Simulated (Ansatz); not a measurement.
Write a Python script for Ansatz's Python interface that makes a single point in a Gaussian basis of CuH6NSi2, SMILES [SiH3][N]([SiH3])[Cu]. Level of theory: PBE, cc-pVDZ basis, multiplicity 1, D4 dispersion.

```yaml
atoms:
  - { symbol: Si, position_ang: [-0.2515, 1.2212, -0.6486] }
  - { symbol: N, position_ang: [-0.7958, -0.4105, -0.2573] }
  - { symbol: Si, position_ang: [0.2867, -0.9993, 1.0023] }
  - { symbol: Cu, position_ang: [-0.5922, -1.5832, -1.9106] }
  - { symbol: H, position_ang: [-1.1872, 1.7874, -1.7230] }
  - { symbol: H, position_ang: [-0.4025, 2.1346, 0.5328] }
  - { symbol: H, position_ang: [1.1111, 1.2753, -1.1547] }
  - { symbol: H, position_ang: [-0.0107, -2.3598, 1.3730] }
  - { symbol: H, position_ang: [1.7068, -0.9734, 0.5575] }
  - { symbol: H, position_ang: [0.2185, -0.1434, 2.2316] }
```

Script `cuh6nsi2_energy.py`:
```python
"""Single point of CuH6NSi2."""

import warnings

import ansatz as az
import numpy as np

GEOMETRY = """
Si   -0.25150    1.22120   -0.64860
N    -0.79580   -0.41050   -0.25730
Si    0.28670   -0.99930    1.00230
Cu   -0.59220   -1.58320   -1.91060
H    -1.18720    1.78740   -1.72300
H    -0.40250    2.13460    0.53280
H     1.11110    1.27530   -1.15470
H    -0.01070   -2.35980    1.37300
H     1.70680   -0.97340    0.55750
H     0.21850   -0.14340    2.23160
"""

warnings.simplefilter("ignore", az.DeckWarning)

molecule = az.Crystal.molecule()
for line in GEOMETRY.strip().splitlines():
    symbol, *xyz = line.split()
    molecule = molecule.atom(symbol, [float(v) for v in xyz])

calculation = (
    molecule.calculation()
    .basis(gaussian="cc-pVDZ")
    .functional("pbe", dispersion="d4")
    .forces()
)
res = calculation.run()
r = res.report

for key in ("converged", "free_energy_ev", "reference_energy_ev", "n_frozen", "n_occupied", "n_virtual"):
    print(f"{key:22s} {r[key]}")

symbols = [site.symbol for site in molecule.cartesian_sites]
forces = np.array(r["forces_ev_ang"])
print("largest force", round(float(np.linalg.norm(forces, axis=1).max()), 4), "eV/A, rms", round(float(np.sqrt((forces ** 2).mean())), 4))

charges = r["charge_distribution"]
print("dipole moment", round(4.803205 * float(np.linalg.norm(charges["dipole_moment_e_ang"])), 3), "D")
print("Mulliken:", [(s, round(q, 3)) for s, q in zip(symbols, charges["mulliken_charges_e"])])
```

```console
$ python cuh6nsi2_energy.py
converged              True
free_energy_ev         -61967.912602340395
reference_energy_ev    -61967.62705586887
n_frozen               0
n_occupied             [35, 35]
n_virtual              [88, 88]
largest force 1.8439 eV/A, rms 0.672
dipole moment 3.77 D
Mulliken: [('Si', 0.245), ('N', -0.476), ('Si', 0.251), ('Cu', 0.268), ('H', -0.057), ('H', -0.039), ('H', -0.045), ('H', -0.053), ('H', -0.052), ('H', -0.041)]
```

Caveats:
- Total energies depend on the basis set; only differences at equal settings carry meaning.
- The geometry is a force-field or estimated start, not a minimum of this method, and the basis set is short of its limit.
- Total less reference energy is the dispersion correction.
- Run time: 7.6 s on 1 thread of Arm Neoverse V1 (shared host), peak memory 0.26 GiB.

(A comment or docstring line of the script was reworded after the run, the code is as it ran; lines on the test bed's own set-up are left out of the output.)
